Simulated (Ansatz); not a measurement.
# MoH+ (quintet): the correlation ladder, def2-TZVPP

The task here is to estimate one member of a computed series from the others.

Program: Ansatz 0.2.0, Gaussian basis. Level of theory: def2-TZVPP, core rule «outside noble gas», up to 4 orbitals frozen. These are calculated values, not measurements.

Plan: UHF; ROHF; CCSD(T) on UHF.

3 further runs of the same task are left out: 1 for a known fault of the program, 2 set aside as unsound or not needed.

### What is computed

The geometry is a PBE0/def2-TZVP stationary point (not a proven minimum) of the parent state, kept for this charge and spin. No spin-orbit coupling is included. Elements past krypton take def2 core potentials.

2 atoms, charge 1, spin multiplicity 5.

Atoms are counted from 1 here; the program's logs count them from 0.

Bond lengths: Mo1–H2 1.699 Å.

The first run:

in.yaml

```yaml
crystal:
  periodic: [false, false, false]
  atoms:
    - {symbol: Mo, position_ang: [0.000000, 0.000000, 0.000000]}
    - {symbol: H, position_ang: [0.000000, 0.000000, 1.699200]}
basis:
  gaussian: {orbitals: def2-TZVPP}
total_charge: 1
magnetization: {spin_polarized: true, initial_magnetization: 4}
hamiltonian: {xc: hf}
output: {orbitals: {seedname: orbitals}}
```

Command:

```console
> ansatz run in.yaml --threads 1 --pin off --events-out ev --progress --plain --max-ram 4096MiB --backend cpu
```

Steps of the session up to this table: UHF; ROHF; CCSD(T) on UHF.

One table of the session follows, with a row left open; its other results are not shown here.

| method | from UCCSD(T) (kcal/mol) |
| --- | --- |
| ROHF | +73.61 |
| UHF | +68.00 |
| UMP2 | +12.26 |
| UCCSD | ? |
| UCCSD(T) | 0 |

Estimate the missing values for UCCSD.

The run gave: from UCCSD(T) (kcal/mol): +1.96. In the column «from UCCSD(T) (kcal/mol)» it lies between UCCSD(T) (0) and UMP2 (+12.26).
